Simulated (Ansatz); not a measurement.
# SiBTeH₃ (SMILES [SiH2]=B[TeH]): functionals against CCSD(T) at one geometry

How do the functionals fare away from a minimum? The structure is a structure displaced at random from a GFN2-xTB minimum.

Program: Ansatz 0.2.0, Gaussian basis. Level of theory: single points in def2-TZVPP. These are calculated values, not measurements.

Cores are frozen in the correlated methods. Filled d shells of the heavier atoms are correlated. Core potentials replace the inner electrons past krypton, and spin-orbit coupling is left out. B3LYP uses VWN-RPA correlation.

## 1. The system as given

SMILES `[SiH2]=B[TeH]`, 6 atoms, charge 0, spin multiplicity 1.

Atoms are counted from 1 here; the program's logs count them from 0.

Bond lengths: Si1–B2 1.793 Å, Si1–H4 1.495 Å, Si1–H5 1.463 Å, B2–Te3 2.052 Å, Te3–H6 1.689 Å. Angles: B2–Si1–H4 124.9°, B2–Si1–H5 127.8°, H4–Si1–H5 106.6°, Si1–B2–Te3 157.2°, B2–Te3–H6 96.3°.

As a file:

```xyz
6
charge 0, multiplicity 1
Si   -0.46690   -0.84430   -0.97460
B     0.15210    0.23170    0.31910
Te    1.41920    0.87690    1.79820
H    -1.54850   -1.86100   -0.79680
H    -0.19930   -0.76680   -2.41100
H     0.64340    2.35110    2.07520
```

## 2. CCSD(T)/def2-TZVPP

Contents of run/in.yaml:

```yaml
crystal:
  periodic: [false, false, false]
  atoms:
    - {symbol: Si, position_ang: [-0.466900, -0.844300, -0.974600]}
    - {symbol: B, position_ang: [0.152100, 0.231700, 0.319100]}
    - {symbol: Te, position_ang: [1.419200, 0.876900, 1.798200]}
    - {symbol: H, position_ang: [-1.548500, -1.861000, -0.796800]}
    - {symbol: H, position_ang: [-0.199300, -0.766800, -2.411000]}
    - {symbol: H, position_ang: [0.643400, 2.351100, 2.075200]}
basis:
  gaussian: {orbitals: def2-TZVPP}
correlation: {method: ccsd_t}
output: {forces: true}
```

The command line of these runs was not kept.

## 3. PBE0-D4/def2-TZVPP

Edit run/in.yaml of step 2 so:

```diff
@@ -11,3 +11,3 @@
   gaussian: {orbitals: def2-TZVPP}
-correlation: {method: ccsd_t}
-output: {forces: true}
+hamiltonian: {xc: pbe0, dispersion: d4}
+output: {forces: true, orbitals: {seedname: orbitals}}
```

## 4. wB97M-V/def2-TZVPP

Edit run/in.yaml of step 3 so:

```diff
@@ -11,3 +11,3 @@
   gaussian: {orbitals: def2-TZVPP}
-hamiltonian: {xc: pbe0, dispersion: d4}
-output: {forces: true, orbitals: {seedname: orbitals}}
+hamiltonian: {xc: {name: wB97M-V}}
+output: {forces: true}
```

## 5. r2SCAN-D4/def2-TZVPP

Edit run/in.yaml of step 4 so:

```diff
@@ -11,3 +11,3 @@
   gaussian: {orbitals: def2-TZVPP}
-hamiltonian: {xc: {name: wB97M-V}}
+hamiltonian: {xc: r2scan, dispersion: d4}
 output: {forces: true}
```

## 6. PBE-D4/def2-TZVPP

Edit run/in.yaml of step 5 so:

```diff
@@ -11,3 +11,3 @@
   gaussian: {orbitals: def2-TZVPP}
-hamiltonian: {xc: r2scan, dispersion: d4}
+hamiltonian: {xc: pbe, dispersion: d4}
 output: {forces: true}
```

## 7. B3LYP-D4/def2-TZVPP

Edit run/in.yaml of step 6 so:

```diff
@@ -11,3 +11,3 @@
   gaussian: {orbitals: def2-TZVPP}
-hamiltonian: {xc: pbe, dispersion: d4}
+hamiltonian: {xc: {name: B3LYP}, dispersion: d4}
 output: {forces: true}
```

## 8. revPBE-D4/def2-TZVPP

Edit run/in.yaml of step 7 so:

```diff
@@ -11,3 +11,3 @@
   gaussian: {orbitals: def2-TZVPP}
-hamiltonian: {xc: {name: B3LYP}, dispersion: d4}
+hamiltonian: {xc: {name: revPBE}, dispersion: d4}
 output: {forces: true}
```

(Steps that only read results are left out.)

Q: Predict the outcome of this session. Wanted: energy less free atoms, CCSD(T)/def2-TZVPP; RMS force component; RMS force error; HOMO and LUMO, PBE0-D4; T1 diagnostic.

**Answer**, as computed:

| quantity | value |
| --- | --- |
| energy less free atoms, CCSD(T)/def2-TZVPP | -357.0 kcal/mol |
| RMS force component | 0.426 to 0.577 eV/Å over the methods |
| RMS force error | PBE0-D4 0.152, wB97M-V 0.188, r2SCAN-D4 0.142, PBE-D4 0.224, B3LYP-D4 0.181, revPBE-D4 0.224 eV/Å |
| HOMO and LUMO, PBE0-D4 | -5.87 and -2.46 eV |
| T1 diagnostic | 0.019 |

What this shows: Against CCSD(T) the functionals' energies less atoms differ by -20.1 to -7.0 kcal/mol, PBE-D4 by -20.1 kcal/mol. CCSD(T) in triple zeta still lacks some correlation energy of the bonds, so part of these gaps is its own basis error and they don't rank the functionals. The forces of r2SCAN-D4 come nearest to CCSD(T), those of PBE-D4 are farthest. Frozen-core CCSD(T) forces in triple zeta carry basis errors of their own, and this is one geometry, so small gaps rank nothing. The restricted Hartree–Fock reference is unstable towards an unrestricted one at one or more of these structures.
